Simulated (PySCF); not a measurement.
# PtSH₂: a ladder of methods

How much do the numbers for PtSH₂ (singlet) hang on the method? All levels run at one geometry, the PBE0 minimum.

Computed with PySCF 2.14.0. Level: several methods, basis Pt def2-TZVP with ECP60, S def2-TZVP, H def2-TZVP, scalar-relativistic core potentials, no spin–orbit coupling, density fitting.

## 1. Starting geometry

4 atoms, charge 0, spin multiplicity 1.

Bond lengths: Pt1–S2 2.092 Å, Pt1–H3 1.535 Å, Pt1–H4 1.535 Å. Angles: S2–Pt1–H3 111.9°, S2–Pt1–H4 111.9°, H3–Pt1–H4 84.3°.

Coordinates in bohr (charge 0 multiplicity 1):
```
Pt    0.2611    0.4524   -0.1507
S    -1.6548   -2.8667    0.8174
H     2.6987    0.7818    1.3856
H    -0.6727    2.7279    1.3856
```

## 2. CCSD(T)

One driver script runs all steps and calls PySCF; scf.py shows the equivalent input of each level. Each SCF starts from the density of the minimum. The driver also runs the species with one electron less or more at the same geometry (one less: multiplicity 2, one more: multiplicity 2); their logs are not shown.

The input, scf.py:

```python
from pyscf import gto, scf, dft
mol = gto.M(atom='''
Pt     0.138188     0.239392    -0.079751
S     -0.875678    -1.517000     0.432564
H      1.428085     0.413710     0.733225
H     -0.355991     1.443556     0.733225''',
    basis={'Pt': 'def2-TZVP', 'S': 'def2-TZVP', 'H': 'def2-TZVP'},
    ecp={'Pt': 'def2-TZVP'},
    charge=0, spin=0)
mf = scf.RHF(mol)
aux = {'Pt': 'def2-universal-JKFIT', 'S': 'def2-universal-JKFIT', 'H': 'def2-universal-JKFIT'}
mf = mf.density_fit(auxbasis=aux)
mf.conv_tol = 1e-08
mf.diis_space = 10
mf.max_cycle = 60
mf.verbose = 4
mf.kernel()
from pyscf import cc
mycc = cc.CCSD(mf, frozen=5).run()
mycc.ccsd_t()
```

Command:

```
$ OMP_NUM_THREADS=4 python axn.py task.json out
```

The log of the run:

```text
init E= -517.030603630689
  HOMO = -0.341586879520479  LUMO = -0.0237729964787068  gap/eV = 8.64816
cycle= 1 E= -517.049805645776  delta_E= -0.0192  |g|= 0.0698  |ddm|= 0.402
  HOMO = -0.347949163533293  LUMO = -0.0283241302120807  gap/eV = 8.69744
cycle= 2 E= -517.051607934398  delta_E= -0.0018  |g|= 0.0426  |ddm|= 0.0863
  HOMO = -0.347922804125067  LUMO = -0.023789872123636  gap/eV = 8.82011
cycle= 3 E= -517.052082735051  delta_E= -0.000475  |g|= 0.0252  |ddm|= 0.0527
  HOMO = -0.347798613843336  LUMO = -0.0236568121917064  gap/eV = 8.82035
cycle= 4 E= -517.052345424777  delta_E= -0.000263  |g|= 0.00601  |ddm|= 0.0316
  HOMO = -0.348831596828029  LUMO = -0.0237055879714548  gap/eV = 8.84713
cycle= 5 E= -517.052378696673  delta_E= -3.33e-05  |g|= 0.00321  |ddm|= 0.0103
  HOMO = -0.348525452322216  LUMO = -0.0234672183538475  gap/eV = 8.84529
cycle= 6 E= -517.052395201863  delta_E= -1.65e-05  |g|= 0.00187  |ddm|= 0.00875
  HOMO = -0.348515227949854  LUMO = -0.0233857792181691  gap/eV = 8.84722
cycle= 7 E= -517.052401696074  delta_E= -6.49e-06  |g|= 0.00104  |ddm|= 0.00624
  HOMO = -0.348458669419277  LUMO = -0.0233292616580267  gap/eV = 8.84722
cycle= 8 E= -517.052403577829  delta_E= -1.88e-06  |g|= 0.00039  |ddm|= 0.00401
  HOMO = -0.348477821143917  LUMO = -0.023345895389886  gap/eV = 8.84729
cycle= 9 E= -517.052403858906  delta_E= -2.81e-07  |g|= 0.000179  |ddm|= 0.00154
  HOMO = -0.348448727987996  LUMO = -0.0233266455313789  gap/eV = 8.84702
cycle= 10 E= -517.052403921403  delta_E= -6.25e-08  |g|= 0.000102  |ddm|= 0.000657
  HOMO = -0.348443937682828  LUMO = -0.0233250075483185  gap/eV = 8.84694
cycle= 11 E= -517.052403955514  delta_E= -3.41e-08  |g|= 6.68e-05  |ddm|= 0.000492
  HOMO = -0.34844423264492  LUMO = -0.0233274783175304  gap/eV = 8.84688
cycle= 12 E= -517.052403977694  delta_E= -2.22e-08  |g|= 3.54e-05  |ddm|= 0.000535
  HOMO = -0.348441828150919  LUMO = -0.0233269482571169  gap/eV = 8.84683
cycle= 13 E= -517.052403984124  delta_E= -6.43e-09  |g|= 1.65e-05  |ddm|= 0.000337
  HOMO = -0.348443071047334  LUMO = -0.0233277457389544  gap/eV = 8.84684
Extra cycle  E= -517.052403984533  delta_E= -4.09e-10  |g|= 1.22e-05  |ddm|= 3.72e-05
converged SCF energy = -517.052403984533
CCSD nocc = 13, nmo = 84
Init t2, MP2 energy = -517.737909088248  E_corr(MP2) -0.685505103714457
RCCSD converged
E(RCCSD) = -517.7034140027667  E_corr = -0.6510100182336642
RCCSD(T) correction = -0.0327049447526347
```

This level, with the species of one electron less or more, ran for 14 min (4 threads of Intel Xeon at 2.70GHz, shared host).

- energy: -517.736119 Eh
- one electron less (charge +1): -517.404287 Eh (doublet, ⟨S²⟩ 0.80)
- one electron more (charge -1): -517.800938 Eh (doublet, ⟨S²⟩ 0.78)
- MP2 correlation in its own fitting basis (same spin, opposite spin): -0.68568 Eh (-0.21586, -0.46982)
- CCSD, (T): -0.65101, -0.03270 Eh; T1 0.024, D1 0.075

## 3. HF

Edit scf.py of step 2 so:

```diff
@@ -18,3 +17,0 @@
-from pyscf import cc
-mycc = cc.CCSD(mf, frozen=5).run()
-mycc.ccsd_t()
```

The SCF cycles repeat those of step 2.

This level, with the species of one electron less or more, took 1.9 s.

```
energy                        : -517.052404 Eh
one electron less (charge +1) : -516.763356 Eh (doublet, ⟨S²⟩ 0.80)
one electron more (charge -1) : -517.111731 Eh (doublet, ⟨S²⟩ 0.78)
Mulliken charge of Pt1        : +0.44 e
```

## 4. PBE0

Edit scf.py of step 3 so:

```diff
@@ -10 +10,2 @@
-mf = scf.RHF(mol)
+mf = dft.RKS(mol, xc='PBE0')
+mf.grids.atom_grid = (75, 302)
```

The log of the run:

```text
init E= -518.571713326784
  HOMO = -0.257336110278998  LUMO = -0.147616798132123  gap/eV = 2.98561
cycle= 1 E= -518.571713326701  delta_E= 8.25e-11  |g|= 2.28e-05  |ddm|= 2.61e-05
  HOMO = -0.257330781798841  LUMO = -0.147613179397803  gap/eV = 2.98557
Extra cycle  E= -518.571713326436  delta_E= 2.65e-10  |g|= 4e-05  |ddm|= 4.68e-05
converged SCF energy = -518.571713326436
```

This level, with the species of one electron less or more, took 3.7 s.

| Item | Value |
| --- | --- |
| energy | -518.571713 Eh |
| one electron less (charge +1) | -518.239909 Eh (doublet, ⟨S²⟩ 0.76) |
| one electron more (charge -1) | -518.646494 Eh (doublet, ⟨S²⟩ 0.75) |
| Mulliken charge of Pt1 | +0.25 e |

## 5. PBE

Edit scf.py of step 4 so:

```diff
@@ -10 +10 @@
-mf = dft.RKS(mol, xc='PBE0')
+mf = dft.RKS(mol, xc='PBE')
```

The log of the run:

```text
init E= -518.607172953871
  HOMO = -0.214014017340193  LUMO = -0.176060961756566  gap/eV = 1.03276
cycle= 1 E= -518.608901933482  delta_E= -0.00173  |g|= 0.0558  |ddm|= 0.216
  HOMO = -0.226492988385604  LUMO = -0.182403213933046  gap/eV = 1.19974
cycle= 2 E= -518.589354468347  delta_E= 0.0195  |g|= 0.248  |ddm|= 0.302
  HOMO = -0.219525960783685  LUMO = -0.18055403337815  gap/eV = 1.06048
cycle= 3 E= -518.609726801463  delta_E= -0.0204  |g|= 0.0384  |ddm|= 0.241
  HOMO = -0.21734953821548  LUMO = -0.178236942695486  gap/eV = 1.06431
cycle= 4 E= -518.610019726644  delta_E= -0.000293  |g|= 0.00738  |ddm|= 0.0304
  HOMO = -0.217650207630154  LUMO = -0.178466445685968  gap/eV = 1.06624
cycle= 5 E= -518.610028721991  delta_E= -9e-06  |g|= 0.00337  |ddm|= 0.00838
  HOMO = -0.217454531122198  LUMO = -0.178370746966024  gap/eV = 1.06352
cycle= 6 E= -518.610031273382  delta_E= -2.55e-06  |g|= 0.00098  |ddm|= 0.0034
  HOMO = -0.217478978908012  LUMO = -0.178382168887994  gap/eV = 1.06388
cycle= 7 E= -518.610031627191  delta_E= -3.54e-07  |g|= 0.00018  |ddm|= 0.000973
  HOMO = -0.217479682718032  LUMO = -0.178379844020684  gap/eV = 1.06396
cycle= 8 E= -518.610031635373  delta_E= -8.18e-09  |g|= 3.52e-05  |ddm|= 0.000148
  HOMO = -0.217484974883476  LUMO = -0.178382247567337  gap/eV = 1.06404
Extra cycle  E= -518.610031627378  delta_E= 7.99e-09  |g|= 0.000155  |ddm|= 0.000194
converged SCF energy = -518.610031627378
```

This level, with the species of one electron less or more, took 8.5 s.

```
energy                        : -518.610032 Eh
one electron less (charge +1) : -518.278011 Eh (doublet, ⟨S²⟩ 0.75)
one electron more (charge -1) : -518.679762 Eh (doublet, ⟨S²⟩ 0.75)
Mulliken charge of Pt1        : +0.19 e
```

## 6. B3LYP

Edit scf.py of step 5 so:

```diff
@@ -10 +10 @@
-mf = dft.RKS(mol, xc='PBE')
+mf = dft.RKS(mol, xc='B3LYP')
```

The log of the run:

```text
init E= -518.785616717723
  HOMO = -0.247654400345777  LUMO = -0.153015801120549  gap/eV = 2.57525
cycle= 1 E= -518.786687021627  delta_E= -0.00107  |g|= 0.0209  |ddm|= 0.133
  HOMO = -0.253388874498089  LUMO = -0.157034154433804  gap/eV = 2.62195
cycle= 2 E= -518.786367056881  delta_E= 0.00032  |g|= 0.0401  |ddm|= 0.0485
  HOMO = -0.250367131036195  LUMO = -0.155520722027904  gap/eV = 2.58090
cycle= 3 E= -518.786749097801  delta_E= -0.000382  |g|= 0.0142  |ddm|= 0.0395
  HOMO = -0.250506060189698  LUMO = -0.155260276885049  gap/eV = 2.59177
cycle= 4 E= -518.786793047508  delta_E= -4.39e-05  |g|= 0.00575  |ddm|= 0.0147
  HOMO = -0.250662974133872  LUMO = -0.155511576872475  gap/eV = 2.58920
cycle= 5 E= -518.786800099188  delta_E= -7.05e-06  |g|= 0.00112  |ddm|= 0.00448
  HOMO = -0.250554748716436  LUMO = -0.155438173125151  gap/eV = 2.58825
cycle= 6 E= -518.786800398572  delta_E= -2.99e-07  |g|= 0.000299  |ddm|= 0.00111
  HOMO = -0.250556290501782  LUMO = -0.155430605747282  gap/eV = 2.58850
cycle= 7 E= -518.786800432452  delta_E= -3.39e-08  |g|= 5.82e-05  |ddm|= 0.000361
  HOMO = -0.250562301878648  LUMO = -0.155436482703832  gap/eV = 2.58851
cycle= 8 E= -518.786800434652  delta_E= -2.2e-09  |g|= 4.09e-05  |ddm|= 0.000166
  HOMO = -0.250556334829966  LUMO = -0.155434489775536  gap/eV = 2.58840
Extra cycle  E= -518.786800431352  delta_E= 3.3e-09  |g|= 0.00012  |ddm|= 0.000157
converged SCF energy = -518.786800431352
```

This level, with the species of one electron less or more, ran for 8.7 s (4 threads of Intel Xeon at 2.70GHz, shared host).

| Item | Value |
| --- | --- |
| energy | -518.786800 Eh |
| one electron less (charge +1) | -518.452068 Eh (doublet, ⟨S²⟩ 0.76) |
| one electron more (charge -1) | -518.860523 Eh (doublet, ⟨S²⟩ 0.75) |
| Mulliken charge of Pt1 | +0.25 e |

## 7. All levels side by side

| level | atomisation energy (kJ/mol) | vertical ionisation energy (eV) | vertical electron affinity (eV) | −ε(HOMO) (eV) | gap (eV) | dipole (D) | wall time |
| --- | --- | --- | --- | --- | --- | --- | --- |
| CCSD(T) | 903 | 9.03 | 1.76 | – | – | – | 14 min |
| HF | 403 | 7.87 | 1.61 | 9.48 | 8.85 | 3.34 | 1.9 s |
| PBE0 | 895 | 9.03 | 2.03 | 7.00 | 2.99 | 2.54 | 3.7 s |
| PBE | 974 | 9.03 | 1.90 | 5.92 | 1.06 | 2.15 | 8.5 s |
| B3LYP | 893 | 9.11 | 2.01 | 6.82 | 2.59 | 2.32 | 8.7 s |

Times are for 4 threads of Intel Xeon at 2.70GHz, shared host; PBE0 starts from its own converged density, so its time is not comparable. A dash stands where a species or a free atom was not run at that level, or the quantity is not defined.

Atomisation goes to high-spin atoms in their ground configurations, run at the same level, without zero-point energy.

## 8. Summary of results

| quantity | value |
| --- | --- |
| atomisation energy, CCSD(T) in this basis | 903 kJ/mol |
| vertical ionisation energy, CCSD(T) | 9.03 eV |
| vertical electron affinity, CCSD(T) | 1.76 eV |
| orbital gap, range | 1.06 (PBE) to 8.85 (HF) eV |
| T1, D1 | 0.024, 0.075 |
| T1, D1 of the cation | 0.031, 0.147 |
| T1, D1 of the anion | 0.025, 0.085 |

**Reading.** The functionals' atomisation energies stand -10 kJ/mol (B3LYP) to +71 kJ/mol (PBE) from CCSD(T); much of that can be the slow basis convergence of CCSD(T), which binds tens of kJ/mol more at its limit, so it ranks no functional. HF lacks the correlation that pairing electrons in bonds brings, so it binds too weakly, by 500 kJ/mol even against this CCSD(T). For the vertical ionisation energy, PBE0 comes nearest to CCSD(T) (-0.00 eV) and HF is farthest (-1.16 eV). CCSD(T) took 14 min, about 100 times as long as PBE (8.5 s), which misses it by 0.01 eV. For the vertical electron affinity, PBE comes nearest to CCSD(T) (+0.13 eV) and PBE0 is farthest (+0.27 eV). The PBE orbital energy is a poor guide to ionisation (5.9 eV, 3.1 eV too small); the difference of PBE energies gives 9.0 eV. Without diffuse functions electron affinities tend to come out too low. Whether spin polarisation would lower the closed shell was not checked. With an element this heavy the missing spin–orbit coupling can shift these numbers.
